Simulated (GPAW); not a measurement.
LiFeN:

```
CELL_PARAMETERS angstrom
3.10060 0.00000 0.00000
-1.55030 2.68520 0.00000
0.00000 0.00000 4.14534
ATOMIC_POSITIONS crystal
Fe 0.33333 0.66667 0.50000
N 0.00000 0.00000 0.50000
Li 0.00000 0.00000 0.00000
```

The cell comes from a database or a generator and needn't be the stable form of this composition.

Base run:

| Item | Value |
| --- | --- |
| Program | GPAW 26.7.0 |
| Functional | RPBE |
| Potentials or basis | the program's PAW data sets (release 1.2.1) made for this functional |
| Cutoff | 800 eV |
| Basis | pw |
| k mesh | 10 × 10 × 7 |
| Occupations | gaussian, width 0.05 eV |
| Spin | collinear spin, ferromagnetic start |
| Starting moments | [3.0, 0.0, 0.0] μB |

Its results: band gap on the k mesh none (metal or under the smearing width); pressure 5.6 GPa; net moment 0.24 μB per cell; site moments Fe +0.25; N -0.00; Li -0.00 μB.

The run is repeated on the same cell with these changes: functional from RPBE to PBEsol; potentials or basis from the program's PAW data sets (release 1.2.1) made for this functional to PAW data sets generated in the run's folder for this functional. What comes out?

Band gap on the k mesh none (metal or under the smearing width); pressure -3.1 GPa; net moment 0.17 μB per cell; site moments Fe +0.17; N -0.00; Li -0.00 μB.
